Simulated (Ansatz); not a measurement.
# Ti5B7N12: the cost of one run

Program: Ansatz 0.2.0. Level of theory: DFT PBE, scalar-relativistic, plane waves, PAW. These are calculated values, not measurements.

## Step 1: The structure to begin with

The cell holds 24 atoms (B7N12Ti5): a = 6.067 Å, b = 6.189 Å, c = 6.166 Å, α = 90.90°, β = 87.36°, γ = 92.70°.

It is the last frame of an earlier stage of the same melt, run at 300 K.

Its coordinates follow in the input file.

## Step 2: Relaxation without symmetry, coarse mesh

A cheap relaxation: coarse mesh, no symmetry, loose thresholds.

input.yaml

```yaml
crystal:
  lattice:
    - [6.063779, -0.143741, 0.140335]
    - [-0.143741, 6.18717, -0.047069]
    - [0.140335, -0.047069, 6.164055]
  atoms:
    - { symbol: Ti, position: [0.2596710332, 0.3344992022, 0.3155750992] }
    - { symbol: Ti, position: [0.713922428, 0.3400158397, 0.4678031786] }
    - { symbol: Ti, position: [0.5330037339, 0.8293421745, 0.4343716155] }
    - { symbol: Ti, position: [0.2657874931, 0.638344258, 0.7740466269] }
    - { symbol: Ti, position: [0.6581970686, 0.4725458708, 0.017725005] }
    - { symbol: "N", position: [0.806473634, 0.8323614374, 0.5733706579] }
    - { symbol: "N", position: [0.6397231429, 0.8024945615, 0.0771613483] }
    - { symbol: "N", position: [0.3421172717, 0.3865483982, 0.9928083648] }
    - { symbol: "N", position: [0.5611667864, 0.5348053546, 0.676629582] }
    - { symbol: "N", position: [0.5034366328, 0.1397315478, 0.3842250875] }
    - { symbol: "N", position: [0.9493721257, 0.5136925777, 0.7876189552] }
    - { symbol: "N", position: [0.3520644189, 0.987225109, 0.830895675] }
    - { symbol: "N", position: [0.7819018572, 0.1290921516, 0.9466987505] }
    - { symbol: "N", position: [0.9073248778, 0.4936989749, 0.2470047723] }
    - { symbol: "N", position: [0.2374305439, 0.6526308709, 0.4464845126] }
    - { symbol: "N", position: [0.0325509713, 0.1899275116, 0.5307144348] }
    - { symbol: "N", position: [0.0148766614, 0.9008831645, 0.2176485674] }
    - { symbol: B, position: [0.7891708187, 0.6376898471, 0.6789296746] }
    - { symbol: B, position: [0.0441115792, 0.6836284237, 0.3062229565] }
    - { symbol: B, position: [0.8442528473, 0.9500235962, 0.0816022213] }
    - { symbol: B, position: [0.9657783448, 0.9874982603, 0.4459490803] }
    - { symbol: B, position: [0.2437207274, 0.1896065727, 0.8716930275] }
    - { symbol: B, position: [0.9857025919, 0.2457811564, 0.7843975112] }
    - { symbol: B, position: [0.5725665647, 0.9686580567, 0.9225407441] }
  symmetry: { detect: false }
basis:
  ecutwfc: 420
kpoints:
  mp_grid: { grid: [2, 2, 2], shift: [0.5, 0.5, 0.5] }
hamiltonian:
  xc: pbe
scf:
  occupations: { method: gaussian, width: 0.1 }
  lower_state_search: "off"
output:
  forces: true
  stress: true
  eigenvalues: true
relax:
  adjacent_minimum: "off"
  f_tol: 0.04
  max_steps: 70
  cell: { stress_tol: 0.3 }
```

Launch:

```
ansatz run input.yaml --threads 2 --pin off --max-ram 5120MiB --backend cpu --events-out ev --progress --plain --runs-dir out
```

**Question.** How long does this run take on 2 threads of Arm Neoverse V2, shared host, and how much memory does it need?

About 3.6 min, with a peak of 0.59 GiB.
